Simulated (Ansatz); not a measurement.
# SnO2: an axial (c/a) deformation path

The task here is to estimate one member of a computed series from the others.

Computed with Ansatz 0.2.0 (DFT r2SCAN, scalar-relativistic, plane waves, PAW, unless a step's input says otherwise).

## The starting structure

It takes space group R-3m (No. 166, trigonal). The conventional cell has a = 3.234 Å, b = 3.234 Å, c = 14.402 Å, α = 90.00°, β = 90.00°, γ = 120.00°. Around Sn (site symmetry -3m) lie 6 O at 2.13 Å. Around O (site symmetry 3m) lie 3 Sn at 2.13 Å.

Coordinates:

```
Sn O
1.0
     1.61709    0.93363    4.80059
    -1.61709    0.93363    4.80059
     0.00000   -1.86726    4.80059
Sn O
1 2
Direct
  0.50000 0.50000 0.50000
  0.23717 0.23717 0.23717
  0.76283 0.76283 0.76283
```

The structure comes from the Materials Project (structure only).

Set-up of the first run:

input.yaml reads:

```yaml
crystal:
  lattice:
    - [1.6170930752, 0.9336291223, 4.800592584]
    - [-1.6170930752, 0.9336291223, 4.800592584]
    - [0.0, -1.8672582446, 4.800592584]
  atoms:
    - { symbol: Sn, position: [0.5, 0.5, 0.5] }
    - { symbol: O, position: [0.23717, 0.23717, 0.23717] }
    - { symbol: O, position: [0.76283, 0.76283, 0.76283] }
basis:
  ecutwfc: 500
kpoints:
  mp_grid: { grid: [6, 6, 6] }
hamiltonian:
  xc: r2scan
scf:
  occupations: { method: gaussian, width: 0.1 }
output:
  forces: true
  stress: true
  eigenvalues: true
```

Steps of the session up to this table: Probe: one point at the start; At ρ = 0.850; ρ = 1.200; ρ = 0.920; Point ρ = 1.100.

One table of the session follows, with a row left open; its other results are not shown here.

The scan, with free energies counted from the undisturbed cell:

```
    ρ  ΔE (meV/atom)  pressure (GPa)  gap on the mesh (eV)
0.850           99.9           -16.1                  1.19
0.920              ?               ?                     ?
1.000            0.0            -7.2                  2.44
1.100           26.5            -1.5                  3.06
1.200          120.9             3.7                  3.50
```

Q: Estimate the row for ρ = 0.920 from the others.

Worked estimate for «ΔE (meV/atom)». A straight line through the neighbours (0.850, 99.9) and (1.000, 0.0) gives 99.9 + (0.0 − 99.9) × (0.920 − 0.850) / (1.000 − 0.850) = 53.3; a parabola fitted to 3 rows on both sides gives 32.4.

The run gave: ΔE (meV/atom): 32.0; pressure (GPa): -11.9; gap on the mesh (eV): 1.81. In «ΔE (meV/atom)» the line misses by +21.3 and the parabola by +0.4.
